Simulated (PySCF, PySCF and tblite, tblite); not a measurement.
# C5H10O2Si2: conformers and averaged spectra, part 2 of 2

PySCF and tblite. Atoms count from 0. The steps go on from the part before.

## Step 4: The ensemble: properties at B3LYP/6-31G*

Job settings and geometry (Å):

```
{"job": {"study": "conf", "smiles": "O=COCC1=C[SiH2]C[SiH2]1", "search": {"seed": 1909, "n_embed": 200, "ff_keep": 26, "window": 1.5, "nmax": 10, "temps": [150, 298.15, 320, 400, 800], "t_ref": 298.15, "order": 0.001, "w0": 50.0}, "level": {"nmr": {"xc": "B3LYP", "basis": "6-31G*"}}, "kind": "conf"}, "charge": 0, "multiplicity": 1}
O      2.999294     0.651497    -1.467093
C      2.945688     1.052181    -0.342510
O      2.378383     0.461090     0.690531
C      1.710082    -0.783597     0.448296
C      0.247709    -0.565505     0.210654
C     -0.593660    -1.545444    -0.121194
Si    -2.401148    -1.078263    -0.368705
C     -2.286608     0.782696     0.038195
Si    -0.454742     1.182961     0.380693
H      3.394792     2.000886     0.000259
H      2.180433    -1.278332    -0.409653
H      1.875770    -1.384998     1.347774
H     -0.237648    -2.562006    -0.239980
H     -2.837382    -1.336294    -1.746233
H     -3.267189    -1.812909     0.563468
H     -2.898833     1.030832     0.901494
H     -2.669486     1.388280    -0.779119
H     -0.214811     1.713012     1.728116
H      0.119553     2.093165    -0.617112
```

What it wrote:

```text
conformer  sym    E(xTB)   E(DFT)   G(298.15 K)  weight  dipole/D
    1     C1      0.000    0.000    0.000   1.0000    1.813

mean shielding (ppm) by class
class atoms           150 K   298.15 K      320 K      400 K      800 K
  0 O  0            -53.523    -53.523    -53.523    -53.523    -53.523
  1 C  1             44.191     44.191     44.191     44.191     44.191
  2 O  2            137.575    137.575    137.575    137.575    137.575
  3 C  3            127.804    127.804    127.804    127.804    127.804
  4 C  4             32.942     32.942     32.942     32.942     32.942
  5 C  5             60.323     60.323     60.323     60.323     60.323
  6 Si 6            418.488    418.488    418.488    418.488    418.488
  7 C  7            208.355    208.355    208.355    208.355    208.355
  8 Si 8            421.597    421.597    421.597    421.597    421.597
  9 H  9             24.296     24.296     24.296     24.296     24.296
 10 H  10,11         27.251     27.251     27.251     27.251     27.251
 11 H  12            26.094     26.094     26.094     26.094     26.094
 12 H  13,14         27.558     27.558     27.558     27.558     27.558
 13 H  15,16          32.74      32.74      32.74      32.74      32.74
 14 H  17,18         27.607     27.607     27.607     27.607     27.607
```

It took 36 s on 1 thread of Arm Neoverse V1, shared host. This counts the runs that the step sums up.

The search (ETKDG, MMFF94s, GFN2-xTB) embedded 200 structures, kept 4 distinct ones after the force field and 2 after xTB; 1 was carried on (window 1.5 kcal/mol at the search's own energies). Energies: B3LYP/6-31G* with D3(BJ).

The conformers at 298 K:

| no. | group | mirror pair | ΔE xTB | ΔE DFT | ΔG | weight (%) | μ (D) | O0–C1–O2–C3 (°) | C1–O2–C3–C4 (°) | O2–C3–C4–Si8 (°) | A, B, C (GHz) |
| --- | --- | --- | --- | --- | --- | --- | --- | --- | --- | --- | --- |
| 1 | C1 | yes | 0.00 | 0.00 | 0.00 | 100.0 | 1.81 | -2 | -95 | -4 | 2.43, 0.68, 0.61 |

Energies in kcal/mol. ΔG holds xTB vibrations and rotation, symmetry numbers and mirror pairs.

Shifts against references run at the same level (17O H2O 323.1, 29Si TMS 412.6, 1H TMS 32.51, 13C TMS 191.9 ppm of shielding), by class of atoms, at 298 K:

| atoms | environment | average |
| --- | --- | --- |
| C4 | fully substituted alkene carbon | 159.0 |
| C1 | ester carbonyl carbon | 147.7 |
| C5 | alkene CH | 131.6 |
| C3 | allylic sp3 CH2 bonded to O | 64.1 |
| C7 | sp3 CH2 bonded to 2 Si | -16.5 |
| H9 | hydrogen on an ester carbonyl carbon | 8.21 |
| H12 | hydrogen on an alkene CH | 6.41 |
| H10, H11 | hydrogen on an allylic sp3 CH2 bonded to O | 5.25 |
| H13, H14 | hydrogen on a silicon bonded to 2 C, in a 5-membered ring | 4.95 |
| H17, H18 | hydrogen on a silicon bonded to 2 C, in a 5-membered ring | 4.90 |
| H15, H16 | hydrogen on an sp3 CH2 bonded to 2 Si | -0.23 |
| O0 | ester carbonyl oxygen | 376.7 |
| O2 | ester alkoxy oxygen | 185.6 |
| Si6 | silicon bonded to 2 C, 2 H, in a 5-membered ring | -5.8 |
| Si8 | silicon bonded to 2 C, 2 H, in a 5-membered ring | -8.9 |

Effective distances for nuclear Overhauser effects, ⟨r⁻⁶⟩^(−1/6) over all pairs of two classes (Å): H10···H12 2.81; H15···H17 3.10; H13···H15 3.11; H12···H13 3.23; H9···H17 3.57; H9···H10 3.69.

## Step 5: Shieldings, conformer 1: LC-wPBE/6-31G*

Job settings and geometry (Å):

```
{"job": {"xc": "LC-wPBE", "basis": "6-31G*", "kind": "nmr", "pop": false}, "charge": 0, "multiplicity": 1}
O      2.999294     0.651497    -1.467093
C      2.945688     1.052181    -0.342510
O      2.378383     0.461090     0.690531
C      1.710082    -0.783597     0.448296
C      0.247709    -0.565505     0.210654
C     -0.593660    -1.545444    -0.121194
Si    -2.401148    -1.078263    -0.368705
C     -2.286608     0.782696     0.038195
Si    -0.454742     1.182961     0.380693
H      3.394792     2.000886     0.000259
H      2.180433    -1.278332    -0.409653
H      1.875770    -1.384998     1.347774
H     -0.237648    -2.562006    -0.239980
H     -2.837382    -1.336294    -1.746233
H     -3.267189    -1.812909     0.563468
H     -2.898833     1.030832     0.901494
H     -2.669486     1.388280    -0.779119
H     -0.214811     1.713012     1.728116
H      0.119553     2.093165    -0.617112
```

What it wrote:

```text
coarse grid: 17056 points
cycle   1  E = -925.4423493454  dE =  1.644e+00  |g| = 9.559e-01  |ddm| = 4.030e+00
cycle   2  E = -925.4032984813  dE =  3.905e-02  |g| = 1.157e+00  |ddm| = 1.389e+00
cycle   3  E = -925.6383460785  dE = -2.350e-01  |g| = 1.323e-01  |ddm| = 7.725e-01
cycle   4  E = -925.6411680352  dE = -2.822e-03  |g| = 7.464e-02  |ddm| = 1.400e-01
cycle   5  E = -925.6422463802  dE = -1.078e-03  |g| = 1.086e-02  |ddm| = 6.242e-02
cycle   6  E = -925.6422815502  dE = -3.517e-05  |g| = 3.865e-03  |ddm| = 1.702e-02
cycle   7  E = -925.6422869724  dE = -5.422e-06  |g| = 1.013e-03  |ddm| = 6.473e-03
final grid: 156032 points
cycle   8  E = -925.5220674214  dE = -4.622e-05  |g| = 5.477e-03  |ddm| = 2.197e-02
cycle   9  E = -925.5220715162  dE = -4.095e-06  |g| = 4.646e-03  |ddm| = 7.856e-03
cycle  10  E = -925.5220759566  dE = -4.440e-06  |g| = 5.857e-04  |ddm| = 3.410e-03
cycle  11  E = -925.5220760377  dE = -8.111e-08  |g| = 2.855e-04  |ddm| = 6.857e-04
cycle  12  E = -925.5220760609  dE = -2.326e-08  |g| = 7.858e-05  |ddm| = 4.349e-04
cycle  13  E = -925.5220760626  dE = -1.720e-09  |g| = 4.165e-05  |ddm| = 9.795e-05
cycle  14  E = -925.5220760631  dE = -4.402e-10  |g| = 1.051e-05  |ddm| = 5.905e-05
converged SCF energy = -925.5220760631

GIAO shielding tensors (ppm)
atom      isotropic    diamagn.    paramagn.     s11        s22        s33       span
  0 O      -48.720     398.935    -447.655   -319.634   -168.879    342.352    661.985
  1 C       46.034     246.729    -200.695    -49.425     87.314    100.213    149.637
  2 O      159.414     398.712    -239.297     -0.651    208.342    270.552    271.203
  3 C      136.765     249.069    -112.304    100.237    140.214    169.845     69.608
  4 C       37.403     255.207    -217.804    -57.631     20.026    149.814    207.445
  5 C       63.245     258.092    -194.847    -36.731     41.855    184.611    221.342
  6 Si     422.158     884.219    -462.061    342.451    439.442    484.581    142.130
  7 C      218.143     251.595     -33.453    215.765    215.888    222.774      7.009
  8 Si     425.417     885.951    -460.534    350.401    435.216    490.633    140.232
  9 H       24.316      25.758      -1.441     20.533     23.979     28.437      7.904
 10 H       26.519      31.472      -4.953     22.278     27.892     29.386      7.109
 11 H       27.997      30.329      -2.333     22.984     28.885     32.121      9.137
 12 H       25.859      31.478      -5.619     24.297     25.107     28.172      3.876
 13 H       27.532      30.424      -2.891     24.009     25.422     33.166      9.157
 14 H       27.550      29.996      -2.446     23.886     25.502     33.263      9.377
 15 H       32.715      29.879       2.836     26.837     29.048     42.259     15.421
 16 H       32.712      30.293       2.418     27.002     29.012     42.121     15.119
 17 H       27.472      32.162      -4.690     23.122     26.909     32.385      9.263
 18 H       27.696      33.465      -5.770     23.160     27.811     32.115      8.955
```

Wall time 49 s (1 thread of Arm Neoverse V1, shared host); peak memory 0.85 GiB.

Key values: HOMO -10.22 eV, LUMO 1.93 eV; dipole 1.83 D.

## Step 6: Averages: properties at LC-wPBE/6-31G*

The job, as its differences from that of step 4:

```diff
@@ -1,2 +1,2 @@
-{"job": {"study": "conf", "smiles": "O=COCC1=C[SiH2]C[SiH2]1", "search": {"seed": 1909, "n_embed": 200, "ff_keep": 26, "window": 1.5, "nmax": 10, "temps": [150, 298.15, 320, 400, 800], "t_ref": 298.15, "order": 0.001, "w0": 50.0}, "level": {"nmr": {"xc": "B3LYP", "basis": "6-31G*"}}, "kind": "conf"}, "charge": 0, "multiplicity": 1}
+{"job": {"study": "conf", "smiles": "O=COCC1=C[SiH2]C[SiH2]1", "search": {"seed": 1909, "n_embed": 200, "ff_keep": 26, "window": 1.5, "nmax": 10, "temps": [150, 298.15, 320, 400, 800], "t_ref": 298.15, "order": 0.001, "w0": 50.0}, "level": {"nmr": {"xc": "LC-wPBE", "basis": "6-31G*"}, "change": "LC-wPBE/6-31G*", "top": 4}, "kind": "conf"}, "charge": 0, "multiplicity": 1}
 O      2.999294     0.651497    -1.467093
```

What it wrote:

```text
conformer  sym    E(xTB)   E(DFT)   G(298.15 K)  weight  dipole/D
    1     C1      0.000    0.000    0.000   1.0000    1.825

mean shielding (ppm) by class
class atoms           150 K   298.15 K      320 K      400 K      800 K
  0 O  0             -48.72     -48.72     -48.72     -48.72     -48.72
  1 C  1             46.034     46.034     46.034     46.034     46.034
  2 O  2            159.414    159.414    159.414    159.414    159.414
  3 C  3            136.765    136.765    136.765    136.765    136.765
  4 C  4             37.403     37.403     37.403     37.403     37.403
  5 C  5             63.245     63.245     63.245     63.245     63.245
  6 Si 6            422.158    422.158    422.158    422.158    422.158
  7 C  7            218.143    218.143    218.143    218.143    218.143
  8 Si 8            425.417    425.417    425.417    425.417    425.417
  9 H  9             24.316     24.316     24.316     24.316     24.316
 10 H  10,11         27.258     27.258     27.258     27.258     27.258
 11 H  12            25.859     25.859     25.859     25.859     25.859
 12 H  13,14         27.541     27.541     27.541     27.541     27.541
 13 H  15,16         32.713     32.713     32.713     32.713     32.713
 14 H  17,18         27.584     27.584     27.584     27.584     27.584
```

Run time: 49 s. Hardware: 1 thread of Arm Neoverse V1, shared host. This counts the runs that the step sums up.

Against the first level, at 298 K (shifts, ppm; largest changes first):

| atoms | B3LYP/6-31G* | LC-wPBE/6-31G* | change |
| --- | --- | --- | --- |
| O2 | 185.6 | 170.9 | -14.7 |
| C1 | 147.7 | 154.7 | +7.0 |
| C5 | 131.6 | 137.5 | +5.9 |
| C4 | 159.0 | 163.3 | +4.4 |
| O0 | 376.7 | 379.0 | +2.3 |
| Si6 | -5.8 | -3.6 | +2.2 |
| Si8 | -8.9 | -6.9 | +2.1 |
| C7 | -16.5 | -17.4 | -0.9 |
| H12 | 6.41 | 6.61 | +0.20 |
| C3 | 64.1 | 64.0 | -0.1 |

Weights: from B3LYP/6-31G* energies 1: 100 %; from LC-wPBE/6-31G* energies 1: 100 % (with a dispersion term where the level has one and the same thermal terms, so they don't follow from the SCF energies alone). Times: 36 s and 49 s.

## Step 7: Summary of results

The summary covers parts 1 to 2.

| quantity | value |
| --- | --- |
| conformers | 1; the first in weight is no. 1 (C1), 100 % at 298 K |
| root-mean-square dipole | 1.81 D |
| averaged 13C shifts (B3LYP/6-31G*) | 159.0, 147.7, 131.6, 64.1, -16.5 ppm |
| averaged 1H shifts (B3LYP/6-31G*) | 8.21, 6.41, 5.25, 4.95, 4.90, -0.23 ppm |
| averaged 29Si shifts (B3LYP/6-31G*) | -5.8, -8.9 ppm |

**Reading.** The search found one conformer in the window, so the averages are its own values. Going from B3LYP/6-31G* to LC-wPBE/6-31G* moves O2 most, by 14.7 ppm.
